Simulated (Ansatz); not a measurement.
# CH₈O₂Si₂: small, medium and large basis sets

One table from this session's results is given with a row withheld; the runs are named, their logs left out.

Computed with Ansatz 0.2.0, Gaussian basis. Level: one geometry, several basis sets.

Levels to be run: PBE0-D4/def2-SVP; ωB97M-V/def2-SVP; PBE0-D4/def2-QZVPP; ωB97M-V/def2-QZVPP; the functionals' def2-TZVPP values are taken from earlier runs.

## The relaxed structure

The geometry comes from an earlier relaxation with PBE0-D4 in a triple-zeta def2 set; it is a stationary point, not always the lowest conformer.

13 atoms, charge 0, spin multiplicity 1.

Atoms are counted from 1 here; the program's logs count them from 0.

Bond lengths: C1–O2 1.412 Å, C1–H6 1.091 Å, C1–H7 1.096 Å, C1–H8 1.094 Å, O2–Si3 1.640 Å, Si3–O4 1.649 Å, Si3–Si5 2.343 Å, Si3–H9 1.487 Å, O4–H10 0.958 Å, Si5–H11 1.490 Å, Si5–H12 1.487 Å, Si5–H13 1.489 Å. Angles: O2–C1–H6 108.3°, O2–C1–H7 111.4°, O2–C1–H8 111.1°, H6–C1–H7 108.6°, H6–C1–H8 108.8°, H7–C1–H8 108.5°, C1–O2–Si3 123.7°, O2–Si3–O4 113.1°, O2–Si3–Si5 104.5°, O2–Si3–H9 109.6°, O4–Si3–Si5 112.2°, O4–Si3–H9 103.1°, Si5–Si3–H9 114.6°, Si3–O4–H10 117.5°, Si3–Si5–H11 109.8°, Si3–Si5–H12 111.2°, Si3–Si5–H13 110.3°, H11–Si5–H12 108.7° and more.

Set-up of the first run:

in.yaml

```yaml
crystal:
  periodic: [false, false, false]
  atoms:
    - {symbol: C, position_ang: [-1.358831, 1.560229, -1.057982]}
    - {symbol: O, position_ang: [-0.921987, 0.548480, -0.176006]}
    - {symbol: Si, position_ang: [0.631454, 0.030209, -0.082977]}
    - {symbol: O, position_ang: [1.146259, -0.720759, -1.457559]}
    - {symbol: Si, position_ang: [0.662866, -1.399846, 1.772419]}
    - {symbol: H, position_ang: [-2.358782, 1.872921, -0.753172]}
    - {symbol: H, position_ang: [-0.695317, 2.432126, -1.027335]}
    - {symbol: H, position_ang: [-1.403414, 1.192801, -2.087859]}
    - {symbol: H, position_ang: [1.541905, 1.201630, 0.021487]}
    - {symbol: H, position_ang: [0.760457, -1.572553, -1.667868]}
    - {symbol: H, position_ang: [-0.158214, -2.611184, 1.491369]}
    - {symbol: H, position_ang: [0.119405, -0.725363, 2.981112]}
    - {symbol: H, position_ang: [2.054600, -1.843490, 2.059272]}
basis:
  gaussian: {orbitals: def2-SVP}
hamiltonian: {xc: pbe0, dispersion: d4}
output: {orbitals: {seedname: orbitals}}
```

Steps of the session up to this table: PBE0-D4 in def2-SVP; ωB97M-V in def2-SVP; PBE0-D4 in def2-QZVPP; ωB97M-V in def2-QZVPP.

One of the session's tables, all rows but one given; the rest of the session is left out.

It belongs to the step «Density functionals: the series». 

| functional | basis | HOMO (eV) | LUMO (eV) |
| --- | --- | --- | --- |
| PBE0-D4 | def2-SVP | ? | ? |
| PBE0-D4 | def2-TZVPP | -7.89 | -0.09 |
| PBE0-D4 | def2-QZVPP | -7.91 | -0.23 |
| ωB97M-V | def2-SVP | -9.85 | 2.15 |
| ωB97M-V | def2-TZVPP | -9.96 | 1.58 |
| ωB97M-V | def2-QZVPP | -9.99 | 1.25 |

Estimate the missing values for PBE0-D4, def2-SVP.

**Answer.** HOMO (eV): -7.81; LUMO (eV): 0.31. In the column «HOMO (eV)» it is the highest.
